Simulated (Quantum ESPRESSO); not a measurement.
# AgRh (P-6m2) in Quantum ESPRESSO: a series of runs

Runs on AgRh. Level: LDA. Tasks: single point, equation of state.

Everything below comes from runs of Quantum ESPRESSO 7.5. Logs are shortened: lines on timing, memory, paths and dates and some standing lists are left out, and cuts for length are marked.

## 1. Starting point

Symmetry: P-6m2, No. 187, hexagonal system. Conventional cell: a = 2.778 Å, b = 2.778 Å, c = 4.809 Å, α = 90.00°, β = 90.00°, γ = 120.00°. Ag (site symmetry -6m2) is surrounded by 6 Ag at 2.78 Å and 6 Rh at 2.89 Å. Around Rh (site symmetry -6m2) lie 6 Rh at 2.78 Å and 6 Ag at 2.89 Å.

The cell comes from a database or a generator and needn't be the stable form of this composition.

## 2. Single point, LDA, 15.10 Å³/atom

Contents of pw.in:

```
&CONTROL
  calculation = 'scf'
  prefix = 'pwscf'
  outdir = './tmp'
  pseudo_dir = './pseudo'
  tprnfor = .true.
  tstress = .true.
  disk_io = 'nowf'
/
&SYSTEM
  ibrav = 0
  nat = 2
  ntyp = 2
  ecutwfc = 56
  ecutrho = 448
  nbnd = 25
  occupations = 'smearing'
  smearing = 'fd'
  degauss = 0.00367493
/
&ELECTRONS
  conv_thr = 4d-10
  electron_maxstep = 120
  mixing_beta = 0.5
/
ATOMIC_SPECIES
Ag   107.8682 ag_lda_v1.4.uspp.F.UPF
Rh   102.9055 rh_lda_v1.4.uspp.F.UPF
CELL_PARAMETERS angstrom
   2.7208868163    0.0000000000    0.0000000000
  -1.3604434081    2.3563571037    0.0000000000
   0.0000000000    0.0000000000    4.7104397215
ATOMIC_POSITIONS crystal
Ag     0.0000000000    0.0000000000    0.5000000000
Rh     0.6666666667    0.3333333333    0.0000000000
K_POINTS automatic
11 11 6 0 0 0
```

Potentials or basis: GBRV 1.5 LDA.

Command:

```bash
$ OMP_NUM_THREADS=1 mpirun -n 2 pw.x -nk 2 -in pw.in > pw.out
```

pw.out:

```text
This program is part of the open-source Quantum ESPRESSO suite
     for quantum simulation of materials; please cite
[... 13 lines left out ...]
     --------------------
     sticks:   dense  smooth     PW     G-vecs:    dense   smooth      PW
     Sum         823     421    121                32609    11587    1979

     Using Slab Decomposition

     bravais-lattice index     =            0
     lattice parameter (alat)  =       5.1417  a.u.
     unit-cell volume          =     203.8026 (a.u.)^3
     number of atoms/cell      =            2
     number of atomic types    =            2
     number of electrons       =        34.00
     number of Kohn-Sham states=           25
     kinetic-energy cutoff     =      56.0000  Ry
     charge density cutoff     =     448.0000  Ry
     scf convergence threshold =      4.0E-10
     mixing beta               =       0.5000
     number of iterations used =            8  plain     mixing
     Exchange-correlation=  SLA  PZ   NOGX NOGC
                           (   1   1   0   0   0   0   0)

     celldm(1)=   5.141731  celldm(2)=   0.000000  celldm(3)=   0.000000
     celldm(4)=   0.000000  celldm(5)=   0.000000  celldm(6)=   0.000000

     crystal axes: (cart. coord. in units of alat)
               a(1) = (   1.000000   0.000000   0.000000 )
               a(2) = (  -0.500000   0.866025   0.000000 )
               a(3) = (   0.000000   0.000000   1.731215 )

     reciprocal axes: (cart. coord. in units 2 pi/alat)
               b(1) = (  1.000000  0.577350 -0.000000 )
               b(2) = (  0.000000  1.154701  0.000000 )
               b(3) = (  0.000000 -0.000000  0.577629 )

     PseudoPot. # 1 for Ag read from file:
     ag_lda_v1.4.uspp.F.UPF
     Pseudo is Ultrasoft + core correction, Zval = 19.0
     Generated by new atomic code, or converted to UPF format
     Using radial grid of  887 points,  6 beta functions with:
                l(1) =   0
                l(2) =   0
                l(3) =   1
                l(4) =   1
                l(5) =   2
                l(6) =   2
     Q(r) pseudized with  6 coefficients,  rinner =    1.300   1.300   1.300
                                                       1.300   1.300

     PseudoPot. # 2 for Rh read from file:
     rh_lda_v1.4.uspp.F.UPF
     Pseudo is Ultrasoft + core correction, Zval = 15.0
     Generated by new atomic code, or converted to UPF format
     Using radial grid of  969 points,  7 beta functions with:
                l(1) =   0
                l(2) =   0
                l(3) =   1
                l(4) =   1
                l(5) =   2
                l(6) =   2
                l(7) =   2
     Q(r) pseudized with  8 coefficients,  rinner =    1.200   1.200   1.200
                                                       1.200   1.200

     atomic species   valence    mass     pseudopotential
     Ag               19.00   107.86820     Ag( 1.00)
     Rh               15.00   102.90550     Rh( 1.00)

     12 Sym. Ops. (no inversion) found

   Cartesian axes

     site n.     atom                  positions (alat units)
         1        Ag     tau(   1) = (   0.0000000   0.0000000   0.8656074  )
         2        Rh     tau(   2) = (   0.5000000   0.2886751   0.0000000  )

     number of k points=    64  Fermi-Dirac smearing, width (Ry)=  0.0037
                       cart. coord. in units 2pi/alat
        k(    1) = (   0.0000000   0.0000000   0.0000000), wk =   0.0027548
        k(    2) = (   0.0000000   0.0000000   0.0962715), wk =   0.0055096
        k(    3) = (   0.0000000   0.0000000   0.1925430), wk =   0.0055096
        k(    4) = (   0.0000000   0.0000000  -0.2888145), wk =   0.0027548
        k(    5) = (   0.0000000   0.1049728   0.0000000), wk =   0.0165289
        k(    6) = (   0.0000000   0.1049728   0.0962715), wk =   0.0330579
[... 56 lines left out ...]
        k(   63) = (   0.2727273   0.5773503   0.1925430), wk =   0.0330579
        k(   64) = (   0.2727273   0.5773503  -0.2888145), wk =   0.0165289

     Dense  grid:    32609 G-vectors     FFT dimensions: (  36,  36,  60)

     Smooth grid:    11587 G-vectors     FFT dimensions: (  25,  25,  45)

     Initial potential from superposition of free atoms

     starting charge      32.9999, renormalised to      34.0000

     negative rho (up, down):  5.204E-02 0.000E+00
     Starting wfcs are   25 randomized atomic wfcs

     Self-consistent Calculation

     iteration #  1     ecut=    56.00 Ry     beta= 0.50
     Davidson diagonalization with overlap
     ethr =  1.00E-02,  avg # of iterations =  4.9

     negative rho (up, down):  5.058E-02 0.000E+00

     total energy              =    -463.77103569 Ry
     estimated scf accuracy    <       5.80439280 Ry

     iteration #  2     ecut=    56.00 Ry     beta= 0.50
     Davidson diagonalization with overlap
     ethr =  1.00E-02,  avg # of iterations =  2.3

     negative rho (up, down):  5.369E-02 0.000E+00

     total energy              =    -464.74250611 Ry
     estimated scf accuracy    <      19.02820260 Ry

     iteration #  3     ecut=    56.00 Ry     beta= 0.50
     Davidson diagonalization with overlap
     ethr =  1.00E-02,  avg # of iterations =  2.1

     negative rho (up, down):  5.297E-02 0.000E+00

     total energy              =    -466.98128774 Ry
     estimated scf accuracy    <       0.49282868 Ry

     iteration #  4     ecut=    56.00 Ry     beta= 0.50
     Davidson diagonalization with overlap
     ethr =  1.45E-03,  avg # of iterations =  2.0

     negative rho (up, down):  5.300E-02 0.000E+00

     total energy              =    -467.00618969 Ry
     estimated scf accuracy    <       0.14654216 Ry

     iteration #  5     ecut=    56.00 Ry     beta= 0.50
     Davidson diagonalization with overlap
     ethr =  4.31E-04,  avg # of iterations =  1.4

     negative rho (up, down):  5.297E-02 0.000E+00

     total energy              =    -467.01547070 Ry
     estimated scf accuracy    <       0.01359176 Ry

     iteration #  6     ecut=    56.00 Ry     beta= 0.50
     Davidson diagonalization with overlap
     ethr =  4.00E-05,  avg # of iterations =  2.1

     negative rho (up, down):  5.290E-02 0.000E+00

     total energy              =    -467.01371710 Ry
     estimated scf accuracy    <       0.00542998 Ry

[... 29 lines left out ...]
     ethr =  2.05E-09,  avg # of iterations =  1.5

     negative rho (up, down):  5.286E-02 0.000E+00

     total energy              =    -467.01479363 Ry
     estimated scf accuracy    <       0.00000005 Ry

     iteration # 11     ecut=    56.00 Ry     beta= 0.50
     Davidson diagonalization with overlap
     ethr =  1.41E-10,  avg # of iterations =  1.5

     negative rho (up, down):  5.286E-02 0.000E+00

     total energy              =    -467.01479364 Ry
     estimated scf accuracy    <          1.3E-09 Ry

     iteration # 12     ecut=    56.00 Ry     beta= 0.50
     Davidson diagonalization with overlap
     ethr =  3.69E-12,  avg # of iterations =  2.6

     negative rho (up, down):  5.286E-02 0.000E+00

     total energy              =    -467.01479364 Ry
     estimated scf accuracy    <          5.6E-10 Ry

     iteration # 13     ecut=    56.00 Ry     beta= 0.50
     Davidson diagonalization with overlap
     ethr =  1.65E-12,  avg # of iterations =  1.0

     negative rho (up, down):  5.286E-02 0.000E+00

     End of self-consistent calculation

          k = 0.0000 0.0000 0.0000 (  1449 PWs)   bands (ev):

   -72.7121 -36.2523 -36.1410 -36.1410 -26.8920 -26.8363 -26.8363  11.0591
    12.6395  14.3326  14.3326  15.2517  15.6374  15.6374  16.8036  16.8036
    18.7551  18.9283  18.9283  24.4824  35.9763  36.5816  38.2586  40.9048
    40.9048

          k = 0.0000 0.0000 0.0963 (  1425 PWs)   bands (ev):

   -72.7121 -36.2518 -36.1409 -36.1409 -26.8932 -26.8363 -26.8363  11.2620
    12.6943  14.3213  14.3213  15.1652  15.6076  15.6076  16.8649  16.8649
    17.8697  18.9199  18.9199  25.7510  35.2835  36.8061  37.8847  40.6216
    40.6216

          k = 0.0000 0.0000 0.1925 (  1449 PWs)   bands (ev):

   -72.7121 -36.2510 -36.1410 -36.1410 -26.8956 -26.8364 -26.8364  11.7477
    12.8853  14.3004  14.3004  14.8449  15.5488  15.5488  16.5237  16.9902
    16.9902  18.8971  18.8971  28.3592  33.8877  36.4093  37.1258  40.4133
    40.4133

          k = 0.0000 0.0000-0.2888 (  1438 PWs)   bands (ev):

   -72.7121 -36.2505 -36.1409 -36.1409 -26.8968 -26.8364 -26.8364  12.0309
    13.1545  14.2909  14.2909  14.4157  15.5199  15.5199  16.0143  17.0546
    17.0546  18.8824  18.8824  30.8272  31.8485  36.2271  36.6780  40.4858
    40.4859

          k = 0.0000 0.1050 0.0000 (  1445 PWs)   bands (ev):

   -72.7099 -36.2496 -36.1611 -36.1460 -26.8867 -26.8770 -26.8460  11.3340
    12.8107  14.2140  14.4905  15.3535  15.4158  15.5809  16.6764  17.0088
    17.7610  18.9118  20.3057  24.4947  35.9311  36.9591  37.8084  39.2556
    39.8875

          k = 0.0000 0.1050 0.0963 (  1428 PWs)   bands (ev):

   -72.7099 -36.2492 -36.1611 -36.1459 -26.8878 -26.8770 -26.8460  11.5316
    12.8684  14.2101  14.4784  15.2732  15.3212  15.5683  16.7281  17.0576
    17.5009  18.8942  19.6314  25.8614  35.4821  36.8727  37.6868  39.1394
    39.3288

          k = 0.0000 0.1050 0.1925 (  1434 PWs)   bands (ev):

   -72.7099 -36.2484 -36.1611 -36.1459 -26.8900 -26.8770 -26.8461  12.0056
    13.0681  14.2008  14.4568  14.8849  15.1589  15.5386  16.6251  17.0704
    17.1641  18.8514  19.0188  28.5309  34.1490  36.4612  37.0060  38.9117
    39.6321

          k = 0.0000 0.1050-0.2888 (  1436 PWs)   bands (ev):

   -72.7099 -36.2480 -36.1611 -36.1459 -26.8911 -26.8770 -26.8461  12.2821
    13.3677  14.1640  14.4056  14.4471  15.0973  15.5220  16.3835  17.0804
    17.2221  18.8257  18.8615  31.0875  31.9854  36.4066  36.5060  39.0544
    39.9495

          k = 0.0000 0.2099 0.0000 (  1431 PWs)   bands (ev):

   -72.7040 -36.2425 -36.2149 -36.1593 -26.9853 -26.8726 -26.8720  12.0685
    13.1742  14.0614  14.6902  14.9329  15.4329  15.7133  16.5837  17.0239
    17.5908  18.8665  22.0445  24.5651  33.7134  36.9537  37.6495  37.6591
    38.1415

          k = 0.0000 0.2099 0.0963 (  1435 PWs)   bands (ev):

   -72.7040 -36.2422 -36.2150 -36.1593 -26.9853 -26.8733 -26.8720  12.2319
    13.2345  14.0645  14.6372  14.9177  15.4538  15.5533  16.5629  17.1087
    17.6178  18.8256  20.8303  26.2366  33.8576  36.7660  37.1807  37.2130
    38.4688
[... 332 lines left out ...]
   -72.6825 -36.3463 -36.2693 -36.2169 -27.2447 -27.0905 -26.8209  13.3819
    13.6582  14.1102  14.2481  14.6362  16.0578  16.6631  17.4580  17.7199
    18.3346  21.9402  25.6031  26.8174  27.2890  30.3025  31.7472  32.6812
    35.5037

          k = 0.2727 0.4724 0.1925 (  1454 PWs)   bands (ev):

   -72.6825 -36.3465 -36.2694 -36.2171 -27.2443 -27.0904 -26.8204  13.3558
    13.6994  14.0297  14.3394  14.6226  15.9587  16.9474  17.0701  17.6787
    18.6882  22.1457  24.3778  27.5368  27.5662  30.0366  30.3126  33.7081
    36.7707

          k = 0.2727 0.4724-0.2888 (  1452 PWs)   bands (ev):

   -72.6825 -36.3465 -36.2694 -36.2172 -27.2441 -27.0904 -26.8202  13.3525
    13.6395  14.1205  14.3746  14.5759  15.9826  16.7749  17.0347  17.7464
    18.9041  22.2682  23.7405  28.0812  28.2248  29.1596  29.5512  35.4976
    35.9770

          k = 0.2727 0.5774 0.0000 (  1446 PWs)   bands (ev):

   -72.6811 -36.3400 -36.2918 -36.2151 -27.2322 -27.1355 -26.8176  13.4174
    13.6397  14.2411  14.2956  14.4913  16.2906  16.5247  17.6256  17.8752
    18.2016  23.4326  24.1188  25.9671  30.0041  30.2782  31.7368  32.0126
    33.5721

          k = 0.2727 0.5774 0.0963 (  1449 PWs)   bands (ev):

   -72.6811 -36.3401 -36.2918 -36.2152 -27.2321 -27.1355 -26.8173  13.4345
    13.7125  14.0855  14.3098  14.5358  16.1531  16.7435  17.4793  17.7519
    18.3576  23.6670  24.1733  26.2062  28.9743  29.0977  31.3864  33.3668
    33.6307

          k = 0.2727 0.5774 0.1925 (  1460 PWs)   bands (ev):

   -72.6811 -36.3403 -36.2919 -36.2155 -27.2318 -27.1353 -26.8167  13.4583
    13.8351  13.9937  14.2006  14.6085  16.0763  16.9360  17.0812  17.6717
    18.6737  23.8633  24.6517  26.7494  27.6291  28.0030  29.9437  35.3548
    35.6012

          k = 0.2727 0.5774-0.2888 (  1458 PWs)   bands (ev):

   -72.6811 -36.3403 -36.2920 -36.2156 -27.2316 -27.1352 -26.8164  13.4737
    13.7905  14.1001  14.1372  14.6235  16.1019  16.6711  17.1760  17.6313
    18.8401  23.8219  25.3622  26.2615  27.5186  27.9121  29.0126  36.4787
    36.9707

     the Fermi energy is    18.7812 ev

!    total energy              =    -467.01479364 Ry
     estimated scf accuracy    <          4.3E-11 Ry
     smearing contrib. (-TS)   =      -0.00175078 Ry
     internal energy E=F+TS    =    -467.01304286 Ry

     The total energy is F=E-TS. E is the sum of the following terms:
     one-electron contribution =    -146.37247186 Ry
     hartree contribution      =      96.66940308 Ry
     xc contribution           =     -58.42888475 Ry
     ewald contribution        =    -358.88108934 Ry

     convergence has been achieved in  13 iterations

     negative rho (up, down):  5.286E-02 0.000E+00

     Forces acting on atoms (cartesian axes, Ry/au):

     atom    1 type  1   force =     0.00000000    0.00000000    0.00000000
     atom    2 type  2   force =     0.00000000    0.00000000    0.00000000

     Total force =     0.000000     Total SCF correction =     0.000000

     Computing stress (Cartesian axis) and pressure

     negative rho (up, down):  5.286E-02 0.000E+00
          total   stress  (Ry/bohr**3)                   (kbar)     P=      -62.03
  -0.00038838   0.00000000   0.00000000          -57.13        0.00        0.00
   0.00000000  -0.00038838   0.00000000            0.00      -57.13        0.00
   0.00000000  -0.00000000  -0.00048826            0.00       -0.00      -71.83

=------------------------------------------------------------------------------=
   JOB DONE.
=------------------------------------------------------------------------------=
```

Run time: 55 s. Hardware: 2 MPI ranks of AMD EPYC, shared host; peak memory 0.3 GiB.

What came out:

* Free energy: -6354.0600 eV
* Pressure: -6.2 GPa
* Band gap on the k mesh: none (metal or under the smearing width)

## 3. Single point, LDA, 15.42 Å³/atom

Edit pw.in of step 2 so:

```diff
@@ -29,5 +29,5 @@
 CELL_PARAMETERS angstrom
-   2.7208868163    0.0000000000    0.0000000000
-  -1.3604434081    2.3563571037    0.0000000000
-   0.0000000000    0.0000000000    4.7104397215
+   2.7400486223    0.0000000000    0.0000000000
+  -1.3700243112    2.3729517146    0.0000000000
+   0.0000000000    0.0000000000    4.7436129252
 ATOMIC_POSITIONS crystal
```

Potentials or basis: GBRV 1.5 LDA.

Command:

```bash
$ OMP_NUM_THREADS=1 mpirun -n 2 pw.x -nk 2 -in pw.in > pw.out
```

Run time: 56 s. Hardware: 2 MPI ranks of AMD EPYC, shared host; peak memory 0.3 GiB.

The run converged. Its results:

```yaml
Free_energy: -6354.0292 eV
Pressure: -9.8 GPa
Band_gap_on_the_k_mesh: none (metal or under the smearing width)
```

## 4. Single point, LDA, 15.74 Å³/atom

Edit pw.in of step 3 so:

```diff
@@ -29,5 +29,5 @@
 CELL_PARAMETERS angstrom
-   2.7400486223    0.0000000000    0.0000000000
-  -1.3700243112    2.3729517146    0.0000000000
-   0.0000000000    0.0000000000    4.7436129252
+   2.7589461066    0.0000000000    0.0000000000
+  -1.3794730533    2.3893174160    0.0000000000
+   0.0000000000    0.0000000000    4.7763285309
 ATOMIC_POSITIONS crystal
```

Command:

```bash
$ OMP_NUM_THREADS=1 mpirun -n 2 pw.x -nk 2 -in pw.in > pw.out
```

It took 63 s on 2 MPI ranks of AMD EPYC, shared host; peak memory 0.3 GiB.

It converged, with:

```
Free energy            : -6353.9851 eV
Pressure               : -12.9 GPa
Band gap on the k mesh : none (metal or under the smearing width)
```

## 5. Single point, LDA, 16.06 Å³/atom

Edit pw.in of step 4 so:

```diff
@@ -29,5 +29,5 @@
 CELL_PARAMETERS angstrom
-   2.7589461066    0.0000000000    0.0000000000
-  -1.3794730533    2.3893174160    0.0000000000
-   0.0000000000    0.0000000000    4.7763285309
+   2.7775881998    0.0000000000    0.0000000000
+  -1.3887940999    2.4054619423    0.0000000000
+   0.0000000000    0.0000000000    4.8086020000
 ATOMIC_POSITIONS crystal
```

Command:

```bash
$ OMP_NUM_THREADS=1 mpirun -n 2 pw.x -nk 2 -in pw.in > pw.out
```

Wall time 60 s (2 MPI ranks of AMD EPYC, shared host); peak memory 0.32 GiB.

It converged, with:

| Property | Result |
| --- | --- |
| Free energy | -6353.9293 eV |
| Pressure | -15.6 GPa |
| Band gap on the k mesh | none (metal or under the smearing width) |

## 6. Single point, LDA, 16.39 Å³/atom

Edit pw.in of step 5 so:

```diff
@@ -29,5 +29,5 @@
 CELL_PARAMETERS angstrom
-   2.7775881998    0.0000000000    0.0000000000
-  -1.3887940999    2.4054619423    0.0000000000
-   0.0000000000    0.0000000000    4.8086020000
+   2.7959833597    0.0000000000    0.0000000000
+  -1.3979916799    2.4213926181    0.0000000000
+   0.0000000000    0.0000000000    4.8404479744
 ATOMIC_POSITIONS crystal
```

Potentials or basis: GBRV 1.5 LDA.

Command:

```bash
$ OMP_NUM_THREADS=1 mpirun -n 2 pw.x -nk 2 -in pw.in > pw.out
```

Wall time 73 s (2 MPI ranks of AMD EPYC, shared host); peak memory 0.32 GiB.

The run converged. Its results:

```yaml
Free_energy: -6353.8635 eV
Pressure: -17.9 GPa
Band_gap_on_the_k_mesh: none (metal or under the smearing width)
```

## 7. Single point, LDA, 16.71 Å³/atom

Edit pw.in of step 6 so:

```diff
@@ -29,5 +29,5 @@
 CELL_PARAMETERS angstrom
-   2.7959833597    0.0000000000    0.0000000000
-  -1.3979916799    2.4213926181    0.0000000000
-   0.0000000000    0.0000000000    4.8404479744
+   2.8141396046    0.0000000000    0.0000000000
+  -1.4070698023    2.4371163874    0.0000000000
+   0.0000000000    0.0000000000    4.8718803355
 ATOMIC_POSITIONS crystal
```

Command:

```bash
$ OMP_NUM_THREADS=1 mpirun -n 2 pw.x -nk 2 -in pw.in > pw.out
```

It took 75 s on 2 MPI ranks of AMD EPYC, shared host; peak memory 0.32 GiB.

Results (log left out):

```yaml
Free_energy: -6353.7890 eV
Pressure: -19.9 GPa
Band_gap_on_the_k_mesh: none (metal or under the smearing width)
```

## 8. Single point, LDA, 17.03 Å³/atom

Edit pw.in of step 7 so:

```diff
@@ -29,5 +29,5 @@
 CELL_PARAMETERS angstrom
-   2.8141396046    0.0000000000    0.0000000000
-  -1.4070698023    2.4371163874    0.0000000000
-   0.0000000000    0.0000000000    4.8718803355
+   2.8320645439    0.0000000000    0.0000000000
+  -1.4160322720    2.4526398402    0.0000000000
+   0.0000000000    0.0000000000    4.9029122571
 ATOMIC_POSITIONS crystal
```

Command:

```bash
$ OMP_NUM_THREADS=1 mpirun -n 2 pw.x -nk 2 -in pw.in > pw.out
```

It took 77 s on 2 MPI ranks of AMD EPYC, shared host; peak memory 0.34 GiB.

It converged, with:

```
Free energy            : -6353.7071 eV
Pressure               : -21.6 GPa
Band gap on the k mesh : none (metal or under the smearing width)
```

## 9. Equation of state, LDA

Potentials or basis: GBRV 1.5 LDA.

No new run: the results of the series are fitted here.

Results:

```yaml
Equilibrium_volume: "14.66 Å³/atom (rough: see the caveat)"
Bulk_modulus_at_fixed_shape_and_positions: 212 GPa (rough)
```

Energy against volume, from the lowest point:
| volume (Å³/atom) | energy (meV/atom) |
| --- | --- |
| 15.100 | 0.00 |
| 15.421 | 15.37 |
| 15.743 | 37.45 |
| 16.064 | 65.32 |
| 16.385 | 98.21 |
| 16.707 | 135.46 |
| 17.028 | 176.44 |

Caveat: the minimum lies outside the volumes run; the cell was scaled at fixed shape and fractional positions, which overstates the stiffness of a crystal with free parameters, most of all of layers and chains.

## 10. The reference run

An earlier run on the cell as given: functional PBE; potentials or basis SSSP 1.3 efficiency PBE; cutoff 816 eV; density cutoff 3265 eV; k mesh 11 × 11 × 6; occupations fermi-dirac, width 0.05 eV; no spin polarisation.

- Pressure: -2.7 GPa
- Band gap on the k mesh: none (metal or under the smearing width)
